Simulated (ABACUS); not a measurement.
# AlNi (Cmmm) in ABACUS: reference runs

How does AlNi come out in PBEsol? The cell is run as given and disturbed.

Program: ABACUS 3.10.1. These are calculated values, not measurements. Logs are shortened: lines on timing, memory, paths and dates and some standing lists are left out, and cuts for length are marked.

## (1) Starting point

Symmetry: Cmmm, No. 65, orthorhombic system. Conventional cell: a = 3.877 Å, b = 3.906 Å, c = 3.099 Å, α = 90.00°, β = 90.00°, γ = 90.00°. Ni (site symmetry mmm) is surrounded by 8 Al at 2.48 to 2.49 Å and 4 Ni at 2.75 Å. Around Al (site symmetry mmm) lie 8 Ni at 2.48 to 2.49 Å and 4 Al at 2.75 Å.

The cell comes from a database or a generator and needn't be the stable form of this composition.

## (2) Single point, PBEsol, collinear spin, ferromagnetic start

The input, INPUT:

```
INPUT_PARAMETERS
suffix              AlNi
calculation         scf
basis_type          pw
pseudo_dir          ./
symmetry            1
dft_functional      pbesol
ecutwfc             98
pseudo_rcut         7
nspin               2
nbands              16
ks_solver           dav
smearing_method     fd
smearing_sigma      0.00367493
scf_thr             1e-08
scf_nmax            100
mixing_type         broyden
mixing_beta         0.4
cal_force           1
cal_stress          1
kpar                4
```

The input, STRU:

```
ATOMIC_SPECIES
Ni 58.6934 Ni.upf
Al 26.9815 Al.upf

LATTICE_CONSTANT
1.8897261246

LATTICE_VECTORS
1.9386940000 -1.9531901500 0.0000000000
1.9386940000 1.9531901500 0.0000000000
0.0000000000 0.0000000000 3.0994300413

ATOMIC_POSITIONS
Direct

Ni
0.0
1
0.5000000000 0.5000000000 0.5000000000 1 1 1 mag 1

Al
0.0
1
0.0000000000 0.0000000000 0.0000000000 1 1 1 mag 0
```

The input, KPT:

```
K_POINTS
0
Gamma
10 10 9 0 0 0
```

Potentials or basis: PseudoDojo NC SR 0.4.1 PBEsol standard, plane waves.

The run is started by

```console
$ OMP_NUM_THREADS=1 mpirun -np 4 abacus > log
```

running log:

```text
ABACUS v3.10.1

               Atomic-orbital Based Ab-initio Computation at UStc

 ------------------------------------------------------------------------------------

 READING GENERAL INFORMATION
                           global_out_dir = OUT.AlNi/
                           global_in_card = INPUT
                               pseudo_dir = ./
                              orbital_dir =
                                    DSIZE = 4
                                    GSIZE = 1

 READING UNITCELL INFORMATION
                                    ntype = 2
                  lattice constant (Bohr) = 1.88973
              lattice constant (Angstrom) = 1

 READING ATOM TYPE 1
                               atom label = Ni
                      L=0, number of zeta = 1
                      L=1, number of zeta = 1
                      L=2, number of zeta = 1
             number of atom for this type = 1
               magnetization of element 1 = 1

 READING ATOM TYPE 2
                               atom label = Al
                      L=0, number of zeta = 1
                      L=1, number of zeta = 1
                      L=2, number of zeta = 1
             number of atom for this type = 1
               magnetization of element 2 = 0

                        TOTAL ATOM NUMBER = 2
DIRECT COORDINATES
    atom                   x                   y                   z     mag                  vx                  vy                  vz
taud_Ni1            0.5000000000        0.5000000000        0.5000000000  1.0000        0.0000000000        0.0000000000        0.0000000000
taud_Al1            0.0000000000        0.0000000000        0.0000000000  0.0000        0.0000000000        0.0000000000        0.0000000000

                          Volume (Bohr^3) = 158.403
                             Volume (A^3) = 23.4728

 Lattice vectors: (Cartesian coordinate: in unit of a_0)
             +1.93869            -1.95319                  +0
             +1.93869            +1.95319                  +0
                   +0                  +0            +3.09943
 Reciprocal vectors: (Cartesian coordinate: in unit of 2 pi/a_0)
            +0.257906           -0.255991                  +0
            +0.257906           +0.255991                  -0
                   -0                  -0            +0.32264
 The esolver type has been set to : ksdft_pw

                PAO radial cut off (Bohr) = 7

 Read in pseudopotential file is Ni.upf
                     pseudopotential type = NC
          exchange-correlation functional = PBESOL
                 nonlocal core correction = 1
                        valence electrons = 18
                                     lmax = 2
                           number of zeta = 4
                     number of projectors = 6
                           L of projector = 0
[... 5 lines left out ...]
                PAO radial cut off (Bohr) = 7

 Read in pseudopotential file is Al.upf
                     pseudopotential type = NC
          exchange-correlation functional = PBESOL
                 nonlocal core correction = 1
                        valence electrons = 3
                                     lmax = 2
                           number of zeta = 2
                     number of projectors = 6
                           L of projector = 0
                           L of projector = 0
                           L of projector = 1
                           L of projector = 1
                           L of projector = 2
                           L of projector = 2
     initial pseudo atomic orbital number = 14
 The readin total magnetization is 1

 SETUP THE ELECTRONS NUMBER
            electron number of element Ni = 18
      total electron number of element Ni = 18
            electron number of element Al = 3
      total electron number of element Al = 3
            AUTOSET number of electrons:  = 21
                           occupied bands = 11
                                   NBANDS = 16
                                   NLOCAL = 18

%%%%%%%%%%%%%%%%%%%%%%%%%%%%%%%%%%%%%%%%%%%%%%%%%%%%%%%%%%%%%%%%%%%%%%%%%%%%%%%%%%%%%%%%%%%%%%%%%%%%%%%%%%
 Warning: the number of valence electrons in pseudopotential > 10 for Ni: [Ar] 3d8 4s2
 Pseudopotentials with additional electrons can yield (more) accurate outcomes, but may be less efficient.
 If you're confident that your chosen pseudopotential is appropriate, you can safely ignore this warning.
%%%%%%%%%%%%%%%%%%%%%%%%%%%%%%%%%%%%%%%%%%%%%%%%%%%%%%%%%%%%%%%%%%%%%%%%%%%%%%%%%%%%%%%%%%%%%%%%%%%%%%%%%%

 SETUP THE PLANE WAVE BASIS
 energy cutoff for charge/potential (unit:Ry) = 392
[... 82 lines left out ...]
                     BRAVAIS LATTICE NAME = 11. Orthorhombic C (base-centered)
                                    ibrav = 11
                       right hand lattice = 1
(for k-lattice: )
                             BRAVAIS TYPE = 11
                     BRAVAIS LATTICE NAME = 11. Orthorhombic C (base-centered)
                                    ibrav = 11
                       right hand lattice = 1
                        ROTATION MATRICES = 8
                               nkstot_ibz = 155
K-POINTS REDUCTION ACCORDING TO SYMMETRY
     IBZ    DIRECT_X    DIRECT_Y    DIRECT_Z  WEIGHT  ibz2bz
       1  0.00000000  0.00000000  0.00000000  0.0011       0
       2  0.10000000  0.00000000  0.00000000  0.0044       1
       3  0.20000000  0.00000000  0.00000000  0.0044       2
       4  0.30000000  0.00000000  0.00000000  0.0044       3
       5  0.40000000  0.00000000  0.00000000  0.0044       4
       6  0.50000000  0.00000000  0.00000000  0.0022       5
[... 22 lines left out ...]
      29  0.50000000  0.40000000  0.00000000  0.0044      45
      30 -0.40000000  0.40000000  0.00000000  0.0022      46
[... 125 further k points ...]

                               nkstot now = 155
[... K-POINTS DIRECT COORDINATES: 155 rows ...]

           k-point number in this process = 39
       minimum distributed K point number = 38
[... stars of the k points ...]
                             nks(nspin=2) = 78
                          nkstot(nspin=2) = 310

[... K-POINTS CARTESIAN COORDINATES: 78 rows ...]

[... K-POINTS DIRECT COORDINATES: 78 rows ...]

 SETUP PLANE WAVES FOR WAVE FUNCTIONS
     energy cutoff for wavefunc (unit:Ry) = 98
              fft grid for wave functions = [ 36, 36, 40 ]
                    number of plane waves = 3297
                         number of sticks = 241

 PARALLEL PW FOR WAVE FUNCTIONS
     PROC   COLUMNS(POT)             PW
        1            241           3297
 --------------- sum -------------------
        1            241           3297

 SETUP NONLOCAL PSEUDOPOTENTIALS IN PLANE WAVE BASIS
 Ni non-local projectors:
 projector 1 L=0
 projector 2 L=0
 projector 3 L=1
 projector 4 L=1
 projector 5 L=2
 projector 6 L=2
 Al non-local projectors:
 projector 1 L=0
 projector 2 L=0
 projector 3 L=1
 projector 4 L=1
 projector 5 L=2
 projector 6 L=2
      TOTAL NUMBER OF NONLOCAL PROJECTORS = 36

 Init Non-Local PseudoPotential table :
 Init Non-Local-Pseudopotential done.

                                     npwx = 2609

 Make real space PAO into reciprocal space.
       max mesh points in Pseudopotential = 701
     dq(describe PAO in reciprocal space) = 0.01
                                    max q = 1192

 number of pseudo atomic orbitals for Ni is 4
WARNING: norm of atomic wavefunction # 3 of atomic type Ni is 0.999993, renormalized
WARNING: norm of atomic wavefunction # 4 of atomic type Ni is 0.997817, renormalized

 number of pseudo atomic orbitals for Al is 2
WARNING: norm of atomic wavefunction # 1 of atomic type Al is 0.99922, renormalized
WARNING: norm of atomic wavefunction # 2 of atomic type Al is 0.98516, renormalized

 -------------------------------------------
 SELF-CONSISTENT
 -------------------------------------------
                                 init_chg = atomic

 PW ALGORITHM --------------- ION=   1  ELEC=   1--------------------------------
 Notice: Threshold on eigenvalues was too large.
 hsover_error=0.21 > DRHO=0.163213
 Origin diag ethr = 0.01
 New diag ethr = 0.000777206
          total magnetism (Bohr mag/cell) = 0.153449
       absolute magnetism (Bohr mag/cell) = 0.23885
                        nelec for spin up = 10.5767
                      nelec for spin down = 10.4233

 Density error is 0.161385442615
                          Error Threshold = 0.000777205525159
----------------------------------------------------------
     Energy           Rydberg                 eV
----------------------------------------------------------
 E_KohnSham     -339.9943813774      -4625.8608747172
 E_Harris       -332.9968281521      -4530.6542787958
 E_Fermi        1.0169632763         13.8364952149
----------------------------------------------------------
[... 151 lines left out ...]
 Density error is 6.74106690631e-10
                          Error Threshold = 4.85610372238e-11
----------------------------------------------------------
     Energy           Rydberg                 eV
----------------------------------------------------------
 E_KohnSham     -340.0384937568      -4626.4610544303
 E_KS(sigma->0) -340.0382197589      -4626.4573264977
 E_Harris       -340.0380867370      -4626.4555166408
 E_band         -24.1281792993       -328.2807208362
 E_one_elec     -232.8135835034      -3167.5913074446
 E_Hartree      127.6264715086       1736.4472281514
 E_xc           -44.8039334962       -609.5887883617
 E_Ewald        -190.0469002700      -2585.7207309102
 E_entropy(-TS) -0.0005479958        -0.0074558652
 E_descf        0.0000000000         0.0000000000
 E_exx          0.0000000000         0.0000000000
 E_Fermi        1.0543675041         14.3454058415
----------------------------------------------------------

 charge density convergence is achieved
 final etot is -4626.4610544 eV
 EFERMI = 14.345405841 eV

 STATE ENERGY(eV) AND OCCUPATIONS    NSPIN == 2
SPIN UP :
 1/39 kpoint (Cartesian) = 0.0000 0.0000 0.0000 (2575 pws)
       1       -88.7374     0.00111111
       2       -49.2841     0.00111111
       3       -49.2485     0.00111111
       4       -49.2454     0.00111111
       5        3.05178     0.00111111
       6        10.9289     0.00111111
[... 8 lines left out ...]
      15        23.0299    4.10223e-79
      16        28.9237        0.00000
[... 76 lines left out ...]
       3       -49.2807     0.00222222
       4       -49.2438     0.00222222
       5        7.59822     0.00222222
       6        7.80492     0.00222222
[... 8 lines left out ...]
      15        25.9665        0.00000
      16        27.0375        0.00000

[... levels at 72 further k points ...]

------------------------------------------------------------------------------------------
 TOTAL-FORCE (eV/Angstrom)
------------------------------------------------------------------------------------------
                       Ni1         0.0000000000         0.0000000000         0.0000000000
                       Al1         0.0000000000         0.0000000000         0.0000000000
------------------------------------------------------------------------------------------

----------------------------------------------------------------
 TOTAL-STRESS (KBAR)
----------------------------------------------------------------
        37.7184967721        -0.0000000000         0.0000000000
        -0.0000000000        20.9915934116         0.0000000000
         0.0000000000         0.0000000000       -42.5706912388
----------------------------------------------------------------
 TOTAL-PRESSURE: 5.379800 KBAR

 --------------------------------------------
 !FINAL_ETOT_IS -4626.4610544303386632 eV
 --------------------------------------------
```

Wall time 44 s (4 MPI ranks of Intel Xeon 6975P-C (Granite Rapids), shared host); peak memory 0.52 GiB.

What came out:

- Free energy: -4626.4611 eV
- Pressure: 0.5 GPa
- Band gap on the k mesh: none (metal or under the smearing width)
- Net moment: 0.00 μB per cell
- Absolute moment: 0.00 μB per cell

Stress tensor (GPa, compression positive):
```
 3.77  0.00  0.00
 0.00  2.10  0.00
 0.00  0.00 -4.26
```

## (3) Single point, PBEsol, collinear spin, ferromagnetic start (atoms moved at random, drawn with an rms of 0.05 Å)

Edit INPUT of step 2 so:

```diff
@@ -20,2 +20,4 @@
 cal_stress          1
-kpar                4
+out_chg             1
+out_pot             2
+out_elf             1
```

Edit STRU of step 2 so:

```diff
@@ -18,3 +18,3 @@
 1
-0.5000000000 0.5000000000 0.5000000000 1 1 1 mag 1
+0.4974930000 0.5083540000 0.5013660000 1 1 1 mag 1
 
@@ -23,2 +23,2 @@
 1
-0.0000000000 0.0000000000 0.0000000000 1 1 1 mag 0
+-0.0031390000 -0.0177370000 -0.0059000000 1 1 1 mag 0
```

KPT is that of step 2.

Potentials or basis: PseudoDojo NC SR 0.4.1 PBEsol standard, plane waves.

The run is started by

```console
$ OMP_NUM_THREADS=1 mpirun -np 4 abacus > log
```

running log:

```text
ABACUS v3.10.1

               Atomic-orbital Based Ab-initio Computation at UStc

 ------------------------------------------------------------------------------------

 READING GENERAL INFORMATION
                           global_out_dir = OUT.AlNi/
                           global_in_card = INPUT
                               pseudo_dir = ./
                              orbital_dir =
                                    DSIZE = 4
                                    GSIZE = 1

 READING UNITCELL INFORMATION
                                    ntype = 2
                  lattice constant (Bohr) = 1.88973
              lattice constant (Angstrom) = 1

 READING ATOM TYPE 1
                               atom label = Ni
                      L=0, number of zeta = 1
                      L=1, number of zeta = 1
                      L=2, number of zeta = 1
             number of atom for this type = 1
               magnetization of element 1 = 1

 READING ATOM TYPE 2
                               atom label = Al
                      L=0, number of zeta = 1
                      L=1, number of zeta = 1
                      L=2, number of zeta = 1
             number of atom for this type = 1
               magnetization of element 2 = 0

                        TOTAL ATOM NUMBER = 2
DIRECT COORDINATES
    atom                   x                   y                   z     mag                  vx                  vy                  vz
taud_Ni1            0.4974930000        0.5083540000        0.5013660000  1.0000        0.0000000000        0.0000000000        0.0000000000
taud_Al1            0.9968610000        0.9822630000        0.9941000000  0.0000        0.0000000000        0.0000000000        0.0000000000

                          Volume (Bohr^3) = 158.403
                             Volume (A^3) = 23.4728

 Lattice vectors: (Cartesian coordinate: in unit of a_0)
             +1.93869            -1.95319                  +0
             +1.93869            +1.95319                  +0
                   +0                  +0            +3.09943
 Reciprocal vectors: (Cartesian coordinate: in unit of 2 pi/a_0)
[... 242 lines left out ...]
 Origin diag ethr = 0.01
 New diag ethr = 0.0007821
          total magnetism (Bohr mag/cell) = 0.153605
       absolute magnetism (Bohr mag/cell) = 0.238287
                        nelec for spin up = 10.5768
                      nelec for spin down = 10.4232

 Density error is 0.162412648491
                          Error Threshold = 0.000782099702036
----------------------------------------------------------
     Energy           Rydberg                 eV
----------------------------------------------------------
 E_KohnSham     -339.9930325895      -4625.8425235164
 E_Harris       -332.9787256697      -4530.4079818868
 E_Fermi        1.0166367207         13.8320521976
----------------------------------------------------------
[... 135 lines left out ...]
 Density error is 7.54741793946e-09
                          Error Threshold = 1.22560625322e-10
----------------------------------------------------------
     Energy           Rydberg                 eV
----------------------------------------------------------
 E_KohnSham     -340.0372666749      -4626.4443591244
 E_KS(sigma->0) -340.0369931646      -4626.4406378250
 E_Harris       -340.0380991794      -4626.4556859292
 E_band         -24.1333469399       -328.3510301929
 E_one_elec     -232.8540048050      -3168.1412674676
 E_Hartree      127.6442801132       1736.6895266478
 E_xc           -44.8052578363       -609.6068069322
 E_Ewald        -190.0217371261      -2585.3783687737
 E_entropy(-TS) -0.0005470207        -0.0074425987
 E_descf        0.0000000000         0.0000000000
 E_exx          0.0000000000         0.0000000000
 E_Fermi        1.0542327695         14.3435726837
----------------------------------------------------------

 charge density convergence is achieved
 final etot is -4626.4443591 eV
 EFERMI = 14.343572684 eV
The vacuum level is -1.911890826 eV

 STATE ENERGY(eV) AND OCCUPATIONS    NSPIN == 2
SPIN UP :
 1/452 kpoint (Cartesian) = 0.0000 0.0000 0.0000 (649 pws)
       1       -88.7407     0.00111111
       2       -49.2884     0.00111111
       3       -49.2517     0.00111111
       4       -49.2482     0.00111111
       5        3.05219     0.00111111
       6        10.9216     0.00111111
[... 8 lines left out ...]
      15        23.0522    2.53291e-79
      16        28.8749        0.00000
[... 76 lines left out ...]
       3       -49.2850     0.00111111
       4       -49.2459     0.00111111
       5        7.59875     0.00111111
       6        7.80429     0.00111111
[... 8 lines left out ...]
      15        25.9931        0.00000
      16        26.9761        0.00000

[... levels at 898 further k points ...]

------------------------------------------------------------------------------------------
 TOTAL-FORCE (eV/Angstrom)
------------------------------------------------------------------------------------------
                       Ni1        -0.3090728496        -0.2798460039        -0.1467836329
                       Al1         0.3090728496         0.2798460039         0.1467836329
------------------------------------------------------------------------------------------

----------------------------------------------------------------
 TOTAL-STRESS (KBAR)
----------------------------------------------------------------
        40.3924593042        -1.0054835769         1.8762211666
        -1.0054835769        23.4582735653         1.7121357355
         1.8762211666         1.7121357355       -37.8043064995
----------------------------------------------------------------
 TOTAL-PRESSURE: 8.682142 KBAR

 --------------------------------------------
 !FINAL_ETOT_IS -4626.4443591243825722 eV
 --------------------------------------------
```

It took 2.4 min on 4 MPI ranks of Intel Xeon 6975P-C (Granite Rapids), shared host; peak memory 0.92 GiB.

What came out:

| Property | Result |
| --- | --- |
| Free energy | -4626.4444 eV |
| Pressure | 0.9 GPa |
| Largest force | 0.442 eV/Å |
| Band gap on the k mesh | none (metal or under the smearing width) |
| Net moment | 0.00 μB per cell |
| Absolute moment | 0.00 μB per cell |

Forces in eV/Å, atoms in the order of the input:
```
Ni  -0.309 -0.280 -0.147
Al   0.309  0.280  0.147
```
